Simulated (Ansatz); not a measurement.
# MnCH₂ (sextet): wave-function methods side by side at distance Mn1–C2 = 6.876 Å, def2-SVP

An exercise on one series of results from a longer session: the logs are not shown, and one member is left open.

The runs use Ansatz 0.2.0, Gaussian basis; def2-SVP, core rule «outside noble gas», up to 10 orbitals frozen.

The runs, in order: UHF; CCSD(T) on ROHF; CCSD(T) on UHF; CISD; CCSDT(Q) on ROHF; CCSDT(Q) on UHF; CASSCF and MRCISD+Q, 7 electrons in 7 orbitals; CASSCF and NEVPT2, 7 electrons in 7 orbitals.

19 further runs of the same task are left out: 2 for a mislabelled method, 1 for a known fault of the program, 13 that didn't finish, 3 set aside as unsound or not needed.

### What is computed

The geometry derives from a PBE0/def2-TZVP stationary point (not a proven minimum). One bond is set to the value named and the two fragments are kept rigid.

4 atoms, charge 0, spin multiplicity 6.

Atoms are counted from 1 here; the program's logs count them from 0.

Bond lengths: C2–H3 1.096 Å, C2–H4 1.096 Å. Angles: H3–C2–H4 108.7°.

Set-up of the first run:

Input file in.yaml:

```yaml
crystal:
  periodic: [false, false, false]
  atoms:
    - {symbol: Mn, position_ang: [0.000000, 0.000000, 5.476303]}
    - {symbol: C, position_ang: [0.000000, 0.000000, -1.399697]}
    - {symbol: H, position_ang: [0.000000, 0.890458, -2.038303]}
    - {symbol: H, position_ang: [0.000000, -0.890458, -2.038302]}
basis:
  gaussian: {orbitals: def2-SVP}
magnetization: {spin_polarized: true, initial_magnetization: 5}
hamiltonian: {xc: hf}
output: {orbitals: {seedname: orbitals}}
```

Launch:

```console
$ ansatz run in.yaml --threads 1 --pin off --events-out ev --progress --plain --max-ram 2393MiB
```

Among the steps run: UHF; CCSD(T) on ROHF; CCSD(T) on UHF; CISD; CCSDT(Q) on ROHF; CCSDT(Q) on UHF; CASSCF and MRCISD+Q, 7 electrons in 7 orbitals; CASSCF and NEVPT2, 7 electrons in 7 orbitals.

One table of the session follows, with a row left open; its other results are not shown here.

It belongs to the step «Misses and costs». 

| method | from RCCSDT(Q) (meV) |
| --- | --- |
| ROHF | +6251.7 |
| UHF | +5568.7 |
| RMP2 | +1315.9 |
| UMP2 | +974.8 |
| CISD | +708.0 |
| RCCSD | +161.6 |
| UCCSD | -69.7 |
| RCCSD(T) | +32.6 |
| UCCSD(T) | -216.5 |
| RCCSDT | +3.5 |
| UCCSDT | -0.8 |
| RCCSDT(Q) | 0 |
| UCCSDT(Q) | -6.7 |
| CASSCF pair | +5705.4 |
| NEVPT2 pair | +1387.8 |
| MRCISD pair | +545.5 |
| MRCISD+Q pair | ? |

Q: Estimate the row for MRCISD+Q pair from the others.

As computed: from RCCSDT(Q) (meV): +57.3. In the column «from RCCSDT(Q) (meV)» it lies between RCCSD(T) (+32.6) and RCCSD (+161.6).

The program flags UCCSD(T), UCCSDT(Q) as in doubt (see the logs), so those rows may rest on another solution; read them beside their warnings.

Caveats from the session: The determinant is far from a pure spin state, so its energy mixes those of several spin states (harmless only where they are near-degenerate, as at dissociation). The program flags UCCSD(T), UCCSDT(Q) as in doubt, so those rows may rest on another solution; read them beside their warnings. Restricted and unrestricted rows rest on different reference determinants; where their highest levels disagree by more than a few hundredths of an eV, they describe different states and don't form one ladder.
